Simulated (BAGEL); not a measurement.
# One shape, several levels: GeNH2F (SMILES [NH2][Ge][F])

Wanted: a comparison of 3 runs (HF/3-21G, HF/6-31G*, HF/cc-pVDZ) of GeNH2F. 

Program for the calculation: BAGEL 1.2.2.

## (1) The system as given

GeNH2F: 5 atoms, total charge 0, spin state singlet. As SMILES, `[NH2][Ge][F]`. The N1–H4 distance was set to 1.310 Å, away from the relaxed value.

Bond lengths: N1–Ge2 1.811 Å, Ge2–F3 1.768 Å, N1–H5 1.010 Å. Angles: N1–Ge2–F3 94.5°, Ge2–N1–H5 122.7°. A long bond or contact: N1–H4 1.310 Å.

## (2) The energy at HF/3-21G (density fitting with qzvpp-jkfit) (run 1)

input.json reads:

```json
{ "bagel": [

{
  "title": "molecule",
  "basis": "3-21g",
  "df_basis": "qzvpp-jkfit",
  "angstrom": true,
  "geometry": [
    { "atom": "N", "xyz": [      -0.237017,       0.166128,      -0.226927 ] },
    { "atom": "Ge", "xyz": [       0.674783,      -0.486672,       1.194973 ] },
    { "atom": "F", "xyz": [       1.838983,      -1.385372,       0.213273 ] },
    { "atom": "H", "xyz": [      -1.280100,       0.952600,      -0.130600 ] },
    { "atom": "H", "xyz": [       0.016183,      -0.046172,      -1.180927 ] }
  ]
},

{
  "title": "hf"
},

{
  "title": "print",
  "file": "orbitals.molden",
  "orbitals": true
}

]}
```

The run is started by

```console
$ BAGEL_NUM_THREADS=1 BAGEL input.json > input.out
```

Standard output:

```text
* using 1 threads per process

  ===============================================================
  ===============================================================

  *** Geometry ***

  { "atom" : "N", "xyz" : [     -0.447897,      0.313936,     -0.428830 ] },
  { "atom" : "Ge", "xyz" : [      1.275155,     -0.919677,      2.258172 ] },
  { "atom" : "F", "xyz" : [      3.475174,     -2.617974,      0.403028 ] },
  { "atom" : "H", "xyz" : [     -2.419038,      1.800153,     -0.246798 ] },
  { "atom" : "H", "xyz" : [      0.030581,     -0.087252,     -2.231629 ] },

  Number of auxiliary basis functions:      456

  Since a DF basis is specified, we compute 2- and 3-index integrals:
    o Being stored without compression. Storage requirement is 0.007 GB

  Number of basis functions:       44
  Number of electrons      :       50

    * METHOD: MOLECULE                             0.15

  *** RHF ***

  === Nuclear Repulsion ===
   186.9888656065

      * DIIS with orbital gradients will be used.

  === RHF iteration (3-21g) ===
      0      -2219.39649055          0.03466652           0.03
      1      -2219.51077916          0.02285758           0.03
      2      -2219.57931927          0.00146838           0.03
      3      -2219.58014232          0.00069436           0.03
      4      -2219.58024568          0.00019776           0.03
      5      -2219.58026698          0.00004302           0.03
      6      -2219.58026801          0.00001083           0.03
      7      -2219.58026807          0.00000253           0.03
      8      -2219.58026807          0.00000109           0.03
      9      -2219.58026807          0.00000052           0.03
     10      -2219.58026807          0.00000014           0.03
     11      -2219.58026807          0.00000007           0.03
     12      -2219.58026807          0.00000002           0.03
     13      -2219.58026807          0.00000001           0.03
    * SCF iteration converged.

    * Permanent dipole moment:
           (    0.871811,    -0.654926,     0.044540) a.u.

    * METHOD: HF                                   0.50

    * METHOD: PRINT                                0.01

  ===============================================================
```

Run time: 0.78 s. Hardware: 1 thread of Arm Neoverse V1, shared host.

## (3) A single-point energy at HF/6-31G(d) (density fitting with qzvpp-jkfit, spherical functions) (run 2)

input.json reads:

```json
{ "bagel" : [

{
  "title" : "molecule",
  "basis" : "6-31gs.json",
  "df_basis" : "qzvpp-jkfit",
  "angstrom" : "true",
  "geometry" : [
    { "atom" : "N", "xyz" : [   -0.237017,    0.166128,   -0.226927 ] },
    { "atom" : "Ge", "xyz" : [    0.674783,   -0.486672,    1.194973 ] },
    { "atom" : "F", "xyz" : [    1.838983,   -1.385372,    0.213273 ] },
    { "atom" : "H", "xyz" : [   -1.280100,    0.952600,   -0.130600 ] },
    { "atom" : "H", "xyz" : [    0.016183,   -0.046172,   -1.180927 ] }
  ]
},
{ "title" : "hf", "charge" : 0 },
{ "title" : "print", "file" : "orbitals.molden", "orbitals" : "true" }

]}
```

The basis set 6-31G* is read from a file made from the Basis Set Exchange's data (not shown).

The run is started by

```console
$ BAGEL_NUM_THREADS=1 BAGEL input.json > input.out
```

Standard output:

```text
* using 1 threads per process

  ===============================================================
  ===============================================================

  *** Geometry ***

  { "atom" : "N", "xyz" : [     -0.447897,      0.313936,     -0.428830 ] },
  { "atom" : "Ge", "xyz" : [      1.275155,     -0.919677,      2.258172 ] },
  { "atom" : "F", "xyz" : [      3.475174,     -2.617974,      0.403028 ] },
  { "atom" : "H", "xyz" : [     -2.419038,      1.800153,     -0.246798 ] },
  { "atom" : "H", "xyz" : [      0.030581,     -0.087252,     -2.231629 ] },

  Number of auxiliary basis functions:      456

  Since a DF basis is specified, we compute 2- and 3-index integrals:
    o Being stored without compression. Storage requirement is 0.015 GB

  Number of basis functions:       64
  Number of electrons      :       50

    * METHOD: MOLECULE                             0.20

  *** RHF ***

  === Nuclear Repulsion ===
   186.9888656065

      * DIIS with orbital gradients will be used.

  === RHF iteration (6-31gs.json) ===
      0      -2229.84365990          0.02827368           0.05
      1      -2229.98372232          0.02143283           0.04
      2      -2230.11948272          0.00153616           0.04
      3      -2230.12095786          0.00062810           0.04
      4      -2230.12110757          0.00016710           0.04
      5      -2230.12113163          0.00005794           0.04
      6      -2230.12113481          0.00002936           0.04
      7      -2230.12113535          0.00000757           0.04
      8      -2230.12113540          0.00000272           0.04
      9      -2230.12113541          0.00000129           0.04
     10      -2230.12113541          0.00000047           0.04
     11      -2230.12113541          0.00000019           0.04
     12      -2230.12113541          0.00000010           0.04
     13      -2230.12113541          0.00000004           0.04
     14      -2230.12113541          0.00000002           0.04
     15      -2230.12113541          0.00000001           0.04
    * SCF iteration converged.

    * Permanent dipole moment:
           (    0.865541,    -0.650561,     0.027998) a.u.

    * METHOD: HF                                   0.87

    * METHOD: PRINT                                0.01

  ===============================================================
```

Run time: 1.2 s. Hardware: 1 thread of Arm Neoverse V1, shared host; peak memory 0.093 GiB.

## (4) A single-point energy at HF/cc-pVDZ (density fitting with qzvpp-jkfit) (run 3)

input.json reads:

```json
{ "bagel": [

{
  "title": "molecule",
  "basis": "cc-pvdz.json",
  "df_basis": "qzvpp-jkfit",
  "angstrom": true,
  "geometry": [
    { "atom": "N", "xyz": [      -0.237017,       0.166128,      -0.226927 ] },
    { "atom": "Ge", "xyz": [       0.674783,      -0.486672,       1.194973 ] },
    { "atom": "F", "xyz": [       1.838983,      -1.385372,       0.213273 ] },
    { "atom": "H", "xyz": [      -1.280100,       0.952600,      -0.130600 ] },
    { "atom": "H", "xyz": [       0.016183,      -0.046172,      -1.180927 ] }
  ]
},

{ "title": "hf" },

{ "title": "print", "file": "orbitals.molden", "orbitals": true }

]}
```

The basis set cc-pVDZ is read from a file made from the Basis Set Exchange's data (not shown).

The run is started by

```console
$ BAGEL_NUM_THREADS=1 BAGEL input.json > input.out
```

Standard output:

```text
* using 1 threads per process

  ===============================================================
  ===============================================================

  *** Geometry ***

  { "atom" : "N", "xyz" : [     -0.447897,      0.313936,     -0.428830 ] },
  { "atom" : "Ge", "xyz" : [      1.275155,     -0.919677,      2.258172 ] },
  { "atom" : "F", "xyz" : [      3.475174,     -2.617974,      0.403028 ] },
  { "atom" : "H", "xyz" : [     -2.419038,      1.800153,     -0.246798 ] },
  { "atom" : "H", "xyz" : [      0.030581,     -0.087252,     -2.231629 ] },

  Number of auxiliary basis functions:      456

  Since a DF basis is specified, we compute 2- and 3-index integrals:
    o Being stored without compression. Storage requirement is 0.015 GB

  Number of basis functions:       65
  Number of electrons      :       50

    * METHOD: MOLECULE                             0.19

  *** RHF ***

  === Nuclear Repulsion ===
   186.9888656065

      * DIIS with orbital gradients will be used.

  === RHF iteration (cc-pvdz.json) ===
      0      -2230.09249943          0.02348713           0.05
      1      -2230.24089154          0.01974910           0.04
      2      -2230.39225207          0.00170433           0.04
      3      -2230.39419373          0.00042175           0.04
      4      -2230.39432015          0.00019697           0.04
      5      -2230.39434596          0.00005325           0.04
      6      -2230.39434923          0.00001513           0.04
      7      -2230.39434948          0.00000475           0.04
      8      -2230.39434950          0.00000181           0.04
      9      -2230.39434950          0.00000106           0.04
     10      -2230.39434951          0.00000032           0.04
     11      -2230.39434951          0.00000018           0.05
     12      -2230.39434951          0.00000004           0.04
     13      -2230.39434951          0.00000001           0.04
     14      -2230.39434951          0.00000000           0.04
    * SCF iteration converged.

    * Permanent dipole moment:
           (    0.913120,    -0.687961,    -0.041368) a.u.

    * METHOD: HF                                   0.81

    * METHOD: PRINT                                0.01

  ===============================================================
```

It took 1.1 s on 1 thread of Arm Neoverse V1, shared host; peak memory 0.093 GiB.

## (5) The series

| run | level | energy (Eh) | dipole moment (D) | HOMO energy (eV) | LUMO energy (eV) | wall time |
| --- | --- | --- | --- | --- | --- | --- |
| 1 | HF/3-21G (density fitting with qzvpp-jkfit) | -2219.580268 | 2.77 | -9.86 | 1.92 | 0.78 s |
| 2 | HF/6-31G* (density fitting with qzvpp-jkfit, spherical functions) | -2230.121135 | 2.75 | -10.23 | 1.65 | 1.2 s |
| 3 | HF/cc-pVDZ (density fitting with qzvpp-jkfit) | -2230.394350 | 2.91 | -10.24 | 1.74 | 1.1 s |

## (6) Outcome

| quantity | value |
| --- | --- |
| run 3: total energy | -2230.39435 Eh |
| run 3: dipole moment | 2.91 D |
| run 3: HOMO energy | -10.24 eV |
| run 3: LUMO energy | 1.74 eV |
| run 3: HOMO–LUMO gap | 11.98 eV |

**Reading.** The dipole moment (its size) runs from 2.75 D (HF/6-31G*) to 2.91 D (HF/cc-pVDZ). The HOMO–LUMO gap runs from 11.78 eV (HF/3-21G) to 11.98 eV (HF/cc-pVDZ). All runs together took 3.1 s, the longest 1.2 s.
